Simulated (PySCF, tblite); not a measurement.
# Si2GeH6, a cluster model of a defect: NMR shifts, core binding energies and electronic excitations

Wanted: the NMR shifts, core binding energies and electronic excitations for `[SiH3][Si][GeH3]`. It is drawn as: twofold Si.

Computed with tblite 0.8.0 and PySCF 2.14.0; each step states its level. No surroundings beyond the atoms listed, unless a continuum is named. Atoms count from 0, parts from 1.

## 1. The system as given

9 atoms, charge 0, multiplicity 1; geometry: distance geometry start.

## 2. Relaxing the cluster with GFN2-xTB

What the job is given:

```
{"job": {"kind": "relax", "xc": "GFN2-xTB", "basis": "xTB"}, "charge": 0, "multiplicity": 1}
Si     0.169462    -1.129166    -0.449640
Si     1.896546     0.183752     0.058293
Ge    -1.870647    -0.233886    -0.069980
H      3.072741    -0.298915    -0.726748
H      1.720075     1.572138    -0.298130
H      2.299948     0.028871     1.466425
H     -2.005118     0.573082     1.233819
H     -2.878105    -1.413339     0.013973
H     -2.376299     0.666243    -1.245030
```

Method: GFN2-xTB geometry optimisation, gas phase.

Command:

```bash
$ OMP_NUM_THREADS=1 python cluster_run.py task.json out
```

One launch serves the whole session: the jobs run in the order shown.

Standard output:

```text
step      E/eV     max force
  0    -227.64005    2.118
  1    -227.74899    1.483
  2    -227.85274    0.586
  3    -227.88552    0.826
  4    -227.93782    0.949
  5    -227.97273    0.644
  6    -227.99059    0.293
  7    -227.99773    0.221
  8    -228.00155    0.183
  9    -228.00374    0.143
 10    -228.00489    0.097
 11    -228.00542    0.093
 12    -228.00606    0.069
 13    -228.00692    0.093
 14    -228.00786    0.094
 15    -228.00853    0.062
 16    -228.00897    0.060
 17    -228.00938    0.063
 18    -228.00991    0.078
 19    -228.01059    0.106
 20    -228.01134    0.105
 21    -228.01199    0.074
 22    -228.01252    0.079
 23    -228.01303    0.080
 24    -228.01353    0.073
 25    -228.01387    0.044
 26    -228.01403    0.030
 27    -228.01413    0.030
 28    -228.01427    0.043
 29    -228.01456    0.067
 30    -228.01508    0.086
 31    -228.01571    0.077
 32    -228.01611    0.041
 33    -228.01625    0.024
 34    -228.01631    0.024
 35    -228.01639    0.032
 36    -228.01659    0.047
 37    -228.01694    0.063
 38    -228.01741    0.061
 39    -228.01775    0.045
 40    -228.01793    0.041
 41    -228.01808    0.038
 42    -228.01832    0.044
 43    -228.01875    0.063
 44    -228.01927    0.060
 45    -228.01960    0.041
 46    -228.01971    0.021
 47    -228.01976    0.016
 48    -228.01981    0.025
 49    -228.01995    0.046
 50    -228.02026    0.076
 51    -228.02096    0.114
 52    -228.02214    0.140
 53    -228.02336    0.115
 54    -228.02445    0.082
 55    -228.02508    0.084
 56    -228.02538    0.093
 57    -228.02631    0.095
 58    -228.02765    0.133
 59    -228.02952    0.071
 60    -228.03080    0.079
 61    -228.03134    0.058
 62    -228.03206    0.106
 63    -228.03274    0.091
 64    -228.03342    0.111
 65    -228.03453    0.138
 66    -228.03580    0.138
 67    -228.03718    0.110
 68    -228.03907    0.056
 69    -228.04011    0.040
 70    -228.03936    0.129
 71    -228.04060    0.055
 72    -228.04078    0.039
 73    -228.04107    0.035
 74    -228.04120    0.034
 75    -228.04133    0.039
 76    -228.04154    0.039
 77    -228.04187    0.047
 78    -228.04227    0.053
 79    -228.04265    0.062
 80    -228.04316    0.087
 81    -228.04369    0.085
 82    -228.04438    0.062
 83    -228.04487    0.052
 84    -228.04529    0.050
 85    -228.04550    0.037
 86    -228.04564    0.031
 87    -228.04575    0.029
 88    -228.04587    0.033
 89    -228.04597    0.029
 90    -228.04603    0.019
 91    -228.04606    0.012
 92    -228.04607    0.009
 93    -228.04608    0.011
 94    -228.04610    0.011
 95    -228.04612    0.013
 96    -228.04614    0.019
 97    -228.04618    0.022
 98    -228.04623    0.021
 99    -228.04629    0.019
100    -228.04634    0.020
101    -228.04638    0.019
102    -228.04641    0.013
103    -228.04643    0.009
104    -228.04645    0.008
```

Run time: 2 s. Hardware: 1 thread of Arm Neoverse N1, shared host.

Relaxation path:

```tsv
step	energy from step 0 (eV)	largest force (eV/Å)
0	0.0000	2.1188
4	-0.2978	0.9493
8	-0.3615	0.1832
12	-0.3660	0.0686
16	-0.3689	0.0596
20	-0.3713	0.1053
24	-0.3735	0.0735
28	-0.3742	0.0432
32	-0.3761	0.0417
36	-0.3765	0.0468
40	-0.3779	0.0406
44	-0.3792	0.0608
48	-0.3798	0.0252
52	-0.3821	0.1401
56	-0.3853	0.0924
60	-0.3907	0.0789
64	-0.3934	0.1111
68	-0.3990	0.0561
72	-0.4007	0.0396
76	-0.4015	0.0391
80	-0.4031	0.0868
84	-0.4052	0.0500
88	-0.4058	0.0326
92	-0.4060	0.0094
96	-0.4061	0.0188
100	-0.4063	0.0199
104	-0.4064	0.0082
```

Close pairs (by a distance rule), those that changed most:

```tsv
bond	before (Å)	after (Å)	change (Å)
Si0–Ge2	2.260	2.391	+0.131
Si0–Si1	2.228	2.322	+0.094
Ge2–H8	1.564	1.513	-0.051
Ge2–H7	1.553	1.512	-0.041
Si1–H4	1.444	1.471	+0.027
Ge2–H6	1.539	1.514	-0.025
Si1–H3	1.494	1.473	-0.022
Si1–H5	1.473	1.473	-0.000
```

## 3. Optimising the geometry at PBE0-D3(BJ)/def2-SVP

What the job is given:

```
{"job": {"xc": "PBE0", "basis": "def2-SVP", "d3": "d3bj", "grid": 2, "kind": "geom", "shake": 0.01}, "charge": 0, "multiplicity": 1}
Si     0.251334    -1.352093    -0.513714
Si     1.892168     0.129493     0.174111
Ge    -1.847923    -0.163354    -0.182759
H      2.818932     0.350159    -0.982587
H      1.692447     1.471404     0.729211
H      2.694089    -0.571413     1.186211
H     -2.104718     1.206904     0.403523
H     -2.757160    -1.010555     0.635369
H     -2.594920    -0.083693    -1.457914
```

Standard output:

```text
step   0  E = -2658.55831712  max force = 0.026083
step   1  E = -2658.56718188  max force = 0.004812
step   2  E = -2658.56819453  max force = 0.004067
step   3  E = -2658.56861369  max force = 0.000881
step   4  E = -2658.56865938  max force = 0.000545
step   5  E = -2658.56867559  max force = 0.000365
step   6  E = -2658.56867673  max force = 0.000114
optimisation converged
```

Wall time 55 s (1 thread of Arm Neoverse N1, shared host); peak memory 0.48 GiB.

Step by step:

```tsv
step	energy from step 0 (eV)	largest force component (eV/Å)
0	0.0000	1.3412
1	-0.2412	0.2474
2	-0.2688	0.2091
3	-0.2802	0.0453
4	-0.2814	0.0280
5	-0.2819	0.0188
6	-0.2819	0.0059
```

Close pairs (by a distance rule), those that changed most:

```tsv
bond	before (Å)	after (Å)	change (Å)
Si0–Si1	2.315	2.391	+0.076
Ge2–H8	1.480	1.547	+0.067
Ge2–H7	1.488	1.546	+0.058
Si1–H5	1.469	1.501	+0.032
Si1–H4	1.466	1.498	+0.032
Ge2–H6	1.512	1.544	+0.031
Si1–H3	1.499	1.502	+0.003
Si0–Ge2	2.435	2.432	-0.003
```

The next job starts from the end point, and lists it.

```tsv
at the end point	value
rotational constants (GHz, main isotopes)	7.679, 1.557, 1.336
dipole moment (D)	0.12
```

## 4. Nuclear shieldings: PBE0/pcSseg-2

What the job is given:

```
{"job": {"kind": "nmr", "xc": "PBE0", "basis": "pcSseg-2"}, "charge": 0, "multiplicity": 1}
Si     0.222019    -1.498478    -0.585134
Si     1.802729     0.128745     0.171182
Ge    -1.779934    -0.178074    -0.179096
H      2.708161     0.414763    -0.992410
H      1.298044     1.433435     0.706181
H      2.641397    -0.524345     1.231151
H     -1.618397     1.225757     0.442172
H     -2.719425    -1.002583     0.731152
H     -2.510394    -0.022375    -1.533727
```

Level: GIAO PBE0/pcSseg-2 NMR shielding, non-relativistic, gas phase.

Standard output:

```text
coarse grid: 35072 points
cycle   1  E = -2659.0341386840  dE = -9.230e-01  |g| = 9.868e-01  |ddm| = 2.183e+00
cycle   2  E = -2659.0156124461  dE =  1.853e-02  |g| = 1.057e+00  |ddm| = 5.001e-01
cycle   3  E = -2659.0754056057  dE = -5.979e-02  |g| = 1.071e-01  |ddm| = 3.026e-01
cycle   4  E = -2659.0761706140  dE = -7.650e-04  |g| = 2.275e-02  |ddm| = 7.029e-02
cycle   5  E = -2659.0763190756  dE = -1.485e-04  |g| = 3.203e-03  |ddm| = 3.628e-02
cycle   6  E = -2659.0763228367  dE = -3.761e-06  |g| = 6.455e-04  |ddm| = 5.558e-03
final grid: 69128 points
cycle   7  E = -2659.0762844871  dE = -4.581e-08  |g| = 6.178e-04  |ddm| = 1.974e-03
cycle   8  E = -2659.0762844694  dE =  1.772e-08  |g| = 6.912e-04  |ddm| = 1.785e-03
cycle   9  E = -2659.0762846283  dE = -1.590e-07  |g| = 6.588e-05  |ddm| = 9.228e-04
cycle  10  E = -2659.0762846287  dE = -3.638e-10  |g| = 1.151e-05  |ddm| = 3.241e-05
converged SCF energy = -2659.0762846287

GIAO shielding tensors (ppm)
atom      isotropic    diamagn.    paramagn.     s11        s22        s33       span
  0 Si   -1072.128     876.043   -1948.170  -2851.240   -982.000    616.857   3468.096
  1 Si     406.009     879.505    -473.496    364.149    391.779    462.098     97.950
  2 Ge    1561.495    2757.578   -1196.083   1481.548   1518.822   1684.114    202.566
  3 H       25.773      28.278      -2.504     22.039     26.172     29.109      7.071
  4 H       26.521      29.197      -2.675     23.553     25.840     30.171      6.619
  5 H       25.667      28.250      -2.584     21.991     25.954     29.056      7.065
  6 H       26.408      29.462      -3.054     20.779     22.365     36.082     15.303
  7 H       25.752      28.533      -2.781     18.914     23.216     35.127     16.213
  8 H       25.873      28.570      -2.697     18.961     23.359     35.298     16.336
```

It took 58 s on 1 thread of Arm Neoverse N1, shared host; peak memory 0.94 GiB.

Shifts follow as δ = σ(reference) − σ, with reference shieldings (ppm) from runs at the same level and on the same kind of geometry: 1H TMS 31.25, 29Si TMS 341.3, 73Ge GeMe4 1337. The references are single molecules in the gas phase.

```tsv
atoms	environment	σ (ppm)	δ (ppm)
H5	hydrogen on a silicon bonded to Si	25.67	5.58
H7	hydrogen on a germanium bonded to Si	25.75	5.49
H3	hydrogen on a silicon bonded to Si	25.77	5.47
H8	hydrogen on a germanium bonded to Si	25.87	5.37
H6	hydrogen on a germanium bonded to Si	26.41	4.84
H4	hydrogen on a silicon bonded to Si	26.52	4.72
Si0	silicon bonded to Ge, Si	-1072.1	1413.4
Si1	silicon bonded to Si, 3 H	406.0	-64.7
Ge2	germanium bonded to Si, 3 H	1561	-224
```

The run also stored atomic charges by several schemes (e):

```tsv
atoms	Mulliken	IAO	Hirshfeld	ESP fit
Si0	0.18	0.07	0.12	-0.21
Si1	0.29	0.26	0.16	0.66
Ge2	0.00	0.16	0.15	0.55
```

Mayer bond orders: Si0–Si1 0.93, Si0–Ge2 0.96.

The fields below are evaluated on a grid from the run's orbitals.

Frontier orbitals at PBE0/pcSseg-2, with the share of their density that lies nearest to each atom:

```tsv
orbital	energy (eV)	lies on
HOMO	-6.58	Si0 65 %; Si1 10 %; Ge2 10 %
LUMO	-3.57	Si0 77 %
```

ELF in a plane through or near 5 of the atoms.

Ten even steps from ' ' (0.00) to '@' (1.00):
```
                                                        
                                                        
                                                        
                ::==++::      ..--**++--                
              ++@@@@@@@@==    **@@@@@@@@++              
            ..%%@@@@@@@@%%    %%@@@@@@@@%%::            
            ..##@@@@@@@@@@  ..@@@@@@@@@@##::            
            ..++@@@@@@@@%%    %%@@@@@@%%++..            
          ....::--==##%%++    ==**--....::::..          
        ..::--..==**::==++::::==::==##**..--::..        
        ..--==::++%%--##@@****##--==****..----..        
          ::----    ++@@@@++**@@##::::..::--::..        
          ......::==%%@@==--..**%%##--::::....          
                ..--##**..####::##**--..                
                  ::**##::--::==%%**::                  
                  --##@@@@##%%@@@@##::                  
                  --%%@@@@@@@@@@@@##::                  
                  ::##@@@@@@@@@@@@**..                  
                    ::**%%%%%%##++..                    
                        ..::::..                        
```
The map spans 10.6 Å across and 8.4 Å up, centred on the molecule. Atoms in the plane (x, y in Å): Si0 (0.0, -1.6), Si1 (-1.8, 0.0), Ge2 (1.8, 0.0), H4 (-1.5, 1.4), H6 (1.5, 1.5).

On the surface of density 0.002 e/bohr³ the electrostatic potential runs, from the 1st to the 99th percentile, from -0.59 to 2.38 V.

## 5. X-ray photoelectron lines: SCAN, X2C

Same as in step 4 but for these lines:

```diff
@@ -1,2 +1,2 @@
-{"job": {"kind": "nmr", "xc": "PBE0", "basis": "pcSseg-2"}, "charge": 0, "multiplicity": 1}
+{"job": {"kind": "xps", "holes": 5}, "charge": 0, "multiplicity": 1}
 Si     0.222019    -1.498478    -0.585134
```

Level: delta-SCF UKS SCAN, pcX-2 on the ionised atom, pcseg-1 elsewhere, spin-free X2C.

Standard output:

```text
ground state, core basis on atom 0 (Si), 135 functions
  cycle   1  E = -2677.64416298  |g| = 1.82e-01
  cycle   2  E = -2677.64019194  |g| = 1.83e-01
  cycle   3  E = -2677.65407678  |g| = 4.99e-02
  cycle   4  E = -2677.65500383  |g| = 9.75e-03
  cycle   5  E = -2677.65502493  |g| = 3.15e-03
  cycle   6  E = -2677.65503199  |g| = 7.80e-04
  cycle   7  E = -2677.65503615  |g| = 1.72e-04
  E(ground) = -2677.80682844 Eh
hole in Si 2p of atom 0
  cycle   1  E = -2673.35131058  |g| = 1.22e+00
  cycle   2  E = -2671.93569903  |g| = 1.57e+00
  cycle   3  E = -2673.27000047  |g| = 6.16e-01
  cycle   4  E = -2673.68580175  |g| = 1.01e-01
  cycle   5  E = -2673.69035682  |g| = 5.00e-02
  cycle   6  E = -2673.69203675  |g| = 1.71e-02
  cycle   7  E = -2673.69222805  |g| = 6.67e-03
  cycle   8  E = -2673.69227773  |g| = 1.72e-03
  cycle   9  E = -2673.69227984  |g| = 1.04e-03
  cycle  10  E = -2673.69228188  |g| = 7.18e-04
  cycle  11  E = -2673.69228253  |g| = 8.14e-04
  cycle  12  E = -2673.69227988  |g| = 3.89e-04
  E(ion) = -2673.85625979 Eh   <S^2> = 0.7606   hole on atom = 1.003   binding energy = 107.500 eV
  2p3/2 = 107.085 eV   2p1/2 = 107.756 eV
ground state, core basis on atom 1 (Si), 135 functions
  cycle   1  E = -2677.65574775  |g| = 2.86e-01
  cycle   2  E = -2677.65579138  |g| = 2.96e-02
  cycle   3  E = -2677.65571888  |g| = 2.28e-02
  cycle   4  E = -2677.65589024  |g| = 8.13e-03
  cycle   5  E = -2677.65592473  |g| = 3.36e-04
  cycle   6  E = -2677.65592268  |g| = 9.08e-05
  E(ground) = -2677.80732819 Eh
hole in Si 2p of atom 1
  cycle   1  E = -2673.38994437  |g| = 1.23e+00
  cycle   2  E = -2672.93995056  |g| = 1.25e+00
  cycle   3  E = -2673.62338481  |g| = 3.24e-01
  cycle   4  E = -2673.71700469  |g| = 1.18e-01
  cycle   5  E = -2673.72863706  |g| = 2.79e-02
  cycle   6  E = -2673.72922221  |g| = 6.98e-03
  cycle   7  E = -2673.72925461  |g| = 3.10e-03
  cycle   8  E = -2673.72926261  |g| = 8.08e-04
  cycle   9  E = -2673.72926759  |g| = 4.82e-04
  E(ion) = -2673.89269303 Eh   <S^2> = 0.7524   hole on atom = 1.002   binding energy = 106.523 eV
  2p3/2 = 106.305 eV   2p1/2 = 106.928 eV
```

It took 22 s on 1 thread of Arm Neoverse N1, shared host; peak memory 0.44 GiB.

The holes in one table. −ε is the ground-state orbital energy:

```tsv
hole	stands for	environment	ΔSCF (eV; 2p as the shell's mean)	−ε (eV)	⟨S²⟩
Si2p on Si0	Si0	silicon bonded to Ge, Si	107.31	97.0	0.761
Si2p on Si1	Si1	silicon bonded to Si, 3 H	106.51	96.2	0.752
```

With the spin-orbit splitting: Si0 2p3/2 107.09, 2p1/2 107.76 eV; Si1 2p3/2 106.30, 2p1/2 106.93 eV. The table gives each 2p level as the mean over the whole 2p shell (two parts 2p3/2, one part 2p1/2), which differs a little from the single hole in the log.

## 6. Excited states and response: CAM-B3LYP/def2-SVPD

Same as in step 5 but for these lines:

```diff
@@ -1,2 +1,2 @@
-{"job": {"kind": "xps", "holes": 5}, "charge": 0, "multiplicity": 1}
+{"job": {"kind": "uv", "xc": "CAM-B3LYP", "basis": "def2-SVPD", "nstates": 6, "ntriplets": 2, "ip": true}, "charge": 0, "multiplicity": 1}
 Si     0.222019    -1.498478    -0.585134
```

Level: TDDFT CAM-B3LYP/def2-SVPD, vertical, gas phase, core orbitals frozen in the response.

Standard output:

```text
coarse grid: 35072 points
cycle   1  E = -2659.1739507480  dE = -9.028e-01  |g| = 3.666e-01  |ddm| = 2.923e+00
cycle   2  E = -2659.1845240391  dE = -1.057e-02  |g| = 3.318e-01  |ddm| = 7.428e-01
cycle   3  E = -2659.1961536985  dE = -1.163e-02  |g| = 2.371e-02  |ddm| = 2.721e-01
cycle   4  E = -2659.1963602092  dE = -2.065e-04  |g| = 1.045e-02  |ddm| = 8.216e-02
cycle   5  E = -2659.1964126001  dE = -5.239e-05  |g| = 1.110e-03  |ddm| = 3.671e-02
cycle   6  E = -2659.1964140639  dE = -1.464e-06  |g| = 3.236e-04  |ddm| = 6.279e-03
final grid: 69128 points
cycle   7  E = -2659.1963340657  dE = -1.045e-07  |g| = 1.996e-04  |ddm| = 1.740e-03
cycle   8  E = -2659.1963340800  dE = -1.435e-08  |g| = 1.654e-04  |ddm| = 6.649e-04
cycle   9  E = -2659.1963340856  dE = -5.566e-09  |g| = 2.779e-05  |ddm| = 2.343e-04
cycle  10  E = -2659.1963340862  dE = -6.166e-10  |g| = 1.335e-05  |ddm| = 1.254e-04
converged SCF energy = -2659.1963340862

Static polarisability (au): isotropic 102.816, principal 78.937 101.187 128.324

Singlet excitations
state   eV       nm        f      main configurations
  1   1.5909    779.3   0.00210   H->L 0.99
  2   2.6784    462.9   0.00001   H-1->L 0.98
  3   5.4482    227.6   0.11300   H->L+1 0.83
  4   5.5338    224.0   0.00013   H-2->L 0.98
  5   5.7396    216.0   0.07331   H->L+2 0.59, H-3->L 0.12, H->L+3 0.09
  6   5.7880    214.2   0.01990   H-3->L 0.72, H->L+2 0.20

Triplet excitations (Tamm-Dancoff, eV): 0.7210 2.0879
Vertical ionisation energy (delta-SCF) = 8.4264 eV
Vertical electron affinity (delta-SCF) = 1.8093 eV
```

It took 75 s on 1 thread of Arm Neoverse N1, shared host; peak memory 0.64 GiB.

Frontier orbitals and where they lie:

```tsv
orbital	eV	atoms
HOMO−3	-10.98	Ge2 41 %, H8 24 %, H7 22 %
HOMO−2	-10.88	Ge2 31 %, H6 25 %, Si1 14 %
HOMO−1	-8.76	Si0 34 %, Ge2 23 %, Si1 22 %
HOMO	-7.73	Si0 64 %, Ge2 14 %, Si1 13 %
LUMO	-2.40	Si0 66 %, Ge2 14 %, Si1 14 %
LUMO+1	0.51	Ge2 32 %, Si0 30 %, Si1 13 %
LUMO+2	0.88	Si1 33 %, Ge2 23 %, Si0 20 %
```

With each of the 6 states as a Gaussian band of 0.4 eV half-width at 1/e, the curve within the window shown has maxima at 780 nm (ε 85), 223 nm (ε 7,300) L/(mol cm). Beyond the last state computed it falls off for lack of states. The curve at chosen wavelengths:

(nm, ε (L/mol/cm)): (204, 2204), (246, 1850), (288, 1), (330, 0), (372, 0), (413, 0), (455, 0), (497, 1), (539, 4), (581, 13), (623, 31), (665, 53), (707, 72), (748, 83), (790, 85), (832, 80), (874, 71), (916, 60), (958, 49), (1000, 39), (1042, 31), (1083, 25), (1125, 19), (1167, 15), (1209, 12), (1251, 9)

Further results of this job:

```tsv
property	computed
dipole moment (D)	0.12
polarisability (Å³)	15.24
HOMO–LUMO gap (eV)	5.33
−ε(HOMO) (eV)	7.73
```

## 7. Outcome

```
                                 quantity                                   value
     rotational constants (main isotopes)                    7.68, 1.56, 1.34 GHz
    1H shifts against TMS (PBE0/pcSseg-2)  5.58, 5.49, 5.47, 5.37, 4.84, 4.72 ppm
  29Si shifts against TMS (PBE0/pcSseg-2)                       1413.4, -64.7 ppm
73Ge shifts against GeMe4 (PBE0/pcSseg-2)                                -224 ppm
    surface potential, 1st and 99th percentile                      -0.59 V and 2.38 V
        Si2p binding energies, SCAN/pcX-2               Si0 107.31, Si1 106.51 eV
     lowest singlet (CAM-B3LYP/def2-SVPD)             1.59 eV (779 nm), f = 0.002
 brightest single state of those computed             state 3, 5.45 eV, f = 0.113
                           lowest triplet                                 0.72 eV
        vertical ionisation energy (ΔSCF)                                 8.43 eV
        vertical electron affinity (ΔSCF)                                 1.81 eV
```

Over 6 steps the energy fell by 0.282 eV; of the close pairs, Si0–Si1 changed most, 2.315 to 2.391 Å (PBE0/def2-SVP). At PBE0/pcSseg-2: The widest tensor belongs to Si0: span 3468 ppm, with a paramagnetic part of -1948 ppm. By nearest atom (PBE0/pcSseg-2), the HOMO sits on Si0 65 %; Si1 10 % and the LUMO on Si0 77 %. Si0 (silicon bonded to Ge, Si) binds its Si2p electron 0.80 eV more tightly than Si1 (silicon bonded to Si, 3 H). The first singlet state (HOMO→LUMO 0.99) lies at 1.59 eV and is weak; of the 6 states computed, the strongest absorption comes from state 3 at 5.45 eV. The lowest triplet lies 0.87 eV below the lowest singlet (triplets in Tamm-Dancoff, singlets in full TDDFT). The orbital energy would give 7.73 eV for ionisation, ΔSCF gives 8.43 eV. Spin-orbit coupling is left out, which matters for shieldings and couplings at and beside the heavy atoms.
